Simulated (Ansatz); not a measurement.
# CH3ClF2Si (SMILES C[Si](F)(F)Cl): levels of theory compared

Aim: a comparison of 3 runs (B3LYP/6-31G*, B3LYP/def2-SVP, CAM-B3LYP/def2-SVP) of CH3ClF2Si. 

Program for the calculation: Ansatz 0.2.0.

126 further runs of the same task are left out: 126 set aside as unsound or not needed.

## (1) Starting point

CH3ClF2Si: 8 atoms, total charge 0, spin state singlet. SMILES: `C[Si](F)(F)Cl`. The C1–H7 distance was set to 1.419 Å, away from the relaxed value.

Bond lengths: C1–Si2 1.832 Å, Si2–F3 1.582 Å, Si2–F4 1.582 Å, Si2–Cl5 2.029 Å, C1–H6 1.092 Å, C1–H8 1.091 Å. Angles: C1–Si2–F3 111.0°, C1–Si2–F4 111.0°, C1–Si2–Cl5 112.6°, F3–Si2–F4 106.6°, F3–Si2–Cl5 107.7°, F4–Si2–Cl5 107.8°, Si2–C1–H6 110.1°, Si2–C1–H8 110.4°, H6–C1–H8 108.7°. A long bond or contact: C1–H7 1.419 Å.

## (2) The energy at B3LYP/6-31G(d) (Cartesian functions) (run 1)

job.yaml

```yaml
crystal:
  periodic: [false, false, false]
  atoms:
    - {symbol: C, position_ang: [-0.828990, -0.412819, 0.205841]}
    - {symbol: Si, position_ang: [0.670110, 0.037581, -0.745559]}
    - {symbol: F, position_ang: [1.966510, -0.586119, -0.087259]}
    - {symbol: F, position_ang: [0.595710, -0.529419, -2.220559]}
    - {symbol: Cl, position_ang: [0.942610, 2.044681, -0.867259]}
    - {symbol: H, position_ang: [-0.937590, -1.499219, 0.243441]}
    - {symbol: H, position_ang: [-0.740200, 0.080400, 1.533400]}
    - {symbol: H, position_ang: [-1.719290, 0.010981, -0.262259]}
basis:
  gaussian:
    orbitals: "6-31G*"
accuracy: high
output:
  orbitals: {seedname: orbitals}
hamiltonian:
  xc: {name: B3LYP}
```

Run with:

```console
$ ansatz run job.yaml --threads 1 --pin off --max-ram 3480MiB --events-out events.jsonl --progress --plain --runs-dir runs
```

The log of the run:

```text
Warning: RAYON_NUM_THREADS=1 ignored (pool sized by the plan → 1); use --threads N
Functional definition: B3LYP
  name "B3LYP"
  parameter a0 = 0.2
  parameter ax = 0.72
  parameter ac = 0.81
  exchange = (1 - a0 - ax)*slater_x + ax*b88_x + a0*exact_x
  correlation = (1 - ac)*vwn_rpa_c + ac*lyp_c
1900 factors; integrals over basis functions are off by at most 3.6e-9 eV
mean field evaluation 1: about -26918.4494 eV, gradient 5.5e1 eV
mean field evaluation 2: about -26914.1852 eV, gradient 7.2e1 eV
mean field evaluation 4: about -26924.0416 eV, gradient 2.1e0 eV
mean field evaluation 8: about -26924.1457 eV, gradient 1.8e-1 eV
mean field evaluation 16: about -26924.1458 eV, gradient 2.2e-5 eV
mean field -26924.14578301 eV, -989.4441076840 hartree, gradient 8.4e-8 eV, S^2 0.000000; 0 other end points of the search recorded, 0 dependent functions left out
reference -26924.14582144 eV, -989.4441090965 hartree; 29, 29 occupied and 60, 60 virtual orbitals, 1900 factors
Total energy: -26924.14582144 eV, -989.4441090965 hartree
```

It took 8.4 s on 1 thread of Arm Neoverse V2, shared host; peak memory 0.31 GiB.

## (3) A single-point energy at B3LYP/def2-SVP (run 2)

Edit job.yaml of step 2 so:

```diff
@@ -12,8 +12,5 @@
 basis:
-  gaussian:
-    orbitals: "6-31G*"
+  gaussian: {orbitals: def2-SVP}
+hamiltonian: {xc: {name: B3LYP}}
 accuracy: high
-output:
-  orbitals: {seedname: orbitals}
-hamiltonian:
-  xc: {name: B3LYP}
+output: {orbitals: {seedname: orbitals}}
```

Run with:

```console
$ ansatz run job.yaml --threads 1 --pin off --max-ram 3480MiB --events-out events.jsonl --progress --plain --runs-dir runs
```

The log of the run, shortened:

```text
Warning: RAYON_NUM_THREADS=1 ignored (pool sized by the plan → 1); use --threads N
[... 7 set-up lines as earlier in the session ...]
1975 factors; integrals over basis functions are off by at most 1.9e-8 eV
mean field evaluation 1: about -26906.8663 eV, gradient 5.7e1 eV
mean field evaluation 2: about -26901.7708 eV, gradient 7.6e1 eV
mean field evaluation 4: about -26913.3627 eV, gradient 2.5e0 eV
mean field evaluation 8: about -26913.5254 eV, gradient 4.3e-1 eV
mean field evaluation 16: about -26913.5258 eV, gradient 3.0e-5 eV
mean field -26913.52584088 eV, -989.0538320094 hartree, gradient 9.4e-8 eV, S^2 0.000000; 0 other end points of the search recorded, 0 dependent functions left out
reference -26913.52587756 eV, -989.0538333571 hartree; 29, 29 occupied and 64, 64 virtual orbitals, 1975 factors
Total energy: -26913.52587756 eV, -989.0538333571 hartree
```

Run time: 6.9 s. Hardware: 1 thread of Arm Neoverse V2, shared host; peak memory 0.33 GiB.

## (4) The energy at CAM-B3LYP/def2-SVP (run 3)

run.yaml

```yaml
crystal:
  periodic: [false, false, false]
  atoms:
    - {symbol: C, position_ang: [-0.828990, -0.412819, 0.205841]}
    - {symbol: Si, position_ang: [0.670110, 0.037581, -0.745559]}
    - {symbol: F, position_ang: [1.966510, -0.586119, -0.087259]}
    - {symbol: F, position_ang: [0.595710, -0.529419, -2.220559]}
    - {symbol: Cl, position_ang: [0.942610, 2.044681, -0.867259]}
    - {symbol: H, position_ang: [-0.937590, -1.499219, 0.243441]}
    - {symbol: H, position_ang: [-0.740200, 0.080400, 1.533400]}
    - {symbol: H, position_ang: [-1.719290, 0.010981, -0.262259]}
basis:
  gaussian: {orbitals: def2-SVP}
accuracy: high
hamiltonian: {xc: {name: CAM-B3LYP}}
output: {orbitals: {seedname: orbitals}}
```

Run with:

```console
$ ansatz run run.yaml --threads 1 --pin off --max-ram 3480MiB --events-out events.jsonl --progress --plain --runs-dir runs
```

The log of the run:

```text
Warning: RAYON_NUM_THREADS=1 ignored (pool sized by the plan → 1); use --threads N
Functional definition: CAM-B3LYP
  name "CAM-B3LYP"
  parameter alpha = 0.19
  parameter beta = 0.46
  parameter omega = 0.33/bohr
[... 1 set-up line as earlier in the session ...]
  exchange = (1 - alpha - beta)*b88_x + beta*b88_x_sr(omega) + alpha*exact_x + beta*exact_x_lr(omega)
  correlation = (1 - ac)*vwn5_c + ac*lyp_c
1975 factors; integrals over basis functions are off by at most 1.9e-8 eV
399 factors; integrals over basis functions are off by at most 2.1e-9 eV
mean field evaluation 1: about -26906.5501 eV, gradient 5.0e1 eV
mean field evaluation 2: about -26906.2216 eV, gradient 5.4e1 eV
mean field evaluation 4: about -26911.1669 eV, gradient 1.2e0 eV
mean field evaluation 8: about -26911.3119 eV, gradient 4.9e-2 eV
mean field evaluation 16: about -26911.3119 eV, gradient 1.0e-5 eV
mean field -26911.31187641 eV, -988.9724703156 hartree, gradient 9.4e-8 eV, S^2 0.000000; 0 other end points of the search recorded, 0 dependent functions left out
reference -26911.31189425 eV, -988.9724709714 hartree; 29, 29 occupied and 64, 64 virtual orbitals, 1975 factors
Total energy: -26911.31189425 eV, -988.9724709714 hartree
```

Wall time 7.8 s (1 thread of Arm Neoverse V2, shared host); peak memory 0.37 GiB.

## (5) Overview of the runs

| run | level | Cartesian functions | energy (Eh) | HOMO energy (eV) | LUMO energy (eV) | HOMO–LUMO gap (eV) | wall time |
| --- | --- | --- | --- | --- | --- | --- | --- |
| 1 | B3LYP/6-31G* (Cartesian functions) | yes | -989.444109 | -9.22 | 0.13 | 9.35 | 8.4 s |
| 2 | B3LYP/def2-SVP | no | -989.053833 | -9.15 | -0.06 | 9.09 | 6.9 s |
| 3 | CAM-B3LYP/def2-SVP | no | -988.972471 | -10.83 | 1.29 | 12.12 | 7.8 s |

## (6) What came out

| quantity | value |
| --- | --- |
| run 3: total energy | -988.97247 Eh |
| run 3: HOMO energy | -10.83 eV |
| run 3: LUMO energy | 1.29 eV |
| run 3: HOMO–LUMO gap | 12.12 eV |

What this shows: The HOMO–LUMO gap runs from 9.09 eV (B3LYP/def2-SVP) to 12.12 eV (CAM-B3LYP/def2-SVP). Totals of different functionals can't be ranked against each other. All runs together took 23 s, the longest 8.4 s.
